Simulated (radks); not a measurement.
**Te³⁶⁺ in [Ne] 3s1 3p4 4s1: an all-electron calculation**

An exercise on one series of results from a longer session: the logs are not shown, and one member is left open.

The numbers are computed with radks (a radial shooting solver on a logarithmic mesh, Libxc functionals) version 1 (scalar-relativistic Kohn-Sham, exchange-only PBE, spin-polarised, spherical densities, finite nucleus; open shells are filled with parallel spins first), except any that are marked as measured or tabulated.

## What is computed

| Item | Value |
| --- | --- |
| element | tellurium (Z = 52) |
| charge | +36 |
| electrons | 16 |
| configuration | [Ne] 3s1 3p4 4s1 |
| nuclear rms radius | 4.7423 fm |

The outer shells:

Te³⁶⁺
```
[Ne] core
3s [↑ ]
3p [↑↓][↑ ][↑ ]
4s [↑ ]
```

The first run:

The run's settings:

```text
Z 52
configuration [Ne] 3s1 3p4 4s1 3d0 4p0
relativity scalar-relativistic
functional pbe,
spin polarised
nucleus finite rms 4.7423 fm
c 137.035999084
```

One table of the session follows, with a row left open; its other results are not shown here.

It belongs to the step «Shells». From the orbitals of this run (lengths in bohr):

| level | <r> | outermost maximum (interpolated) | 90 % within | nodes |
| --- | --- | --- | --- | --- |
| 1s up | 0.02781 | 0.0179 | 0.0500 | 0 |
| 1s down | 0.02781 | 0.0179 | 0.0500 | 0 |
| 2s up | 0.1184 | 0.101 | 0.182 | 1 |
| 2s down | 0.1183 | 0.101 | 0.182 | 1 |
| 2p up | ? | ? | ? | ? |
| 2p down | 0.1032 | 0.0807 | 0.167 | 0 |
| 3s up | 0.2894 | 0.273 | 0.420 | 2 |
| 3s down | 0.2899 | 0.273 | 0.421 | 2 |
| 3p up | 0.2809 | 0.263 | 0.416 | 1 |
| 3p down | 0.2813 | 0.263 | 0.416 | 1 |
| 3d up | 0.2485 | 0.211 | 0.378 | 0 |
| 3d down | 0.2479 | 0.209 | 0.378 | 0 |
| 4s up | 0.5464 | 0.549 | 0.768 | 3 |
| 4s down | 0.5473 | 0.550 | 0.770 | 3 |
| 4p up | 0.5455 | 0.549 | 0.775 | 2 |
| 4p down | 0.5463 | 0.550 | 0.776 | 2 |

**Question.** Estimate the row for 2p up.

The run gave: <r>: 0.1033; outermost maximum (interpolated): 0.0807; 90 % within: 0.167; nodes: 0. In the column «<r>» it lies between 2p down (0.1032) and 2s down (0.1183).
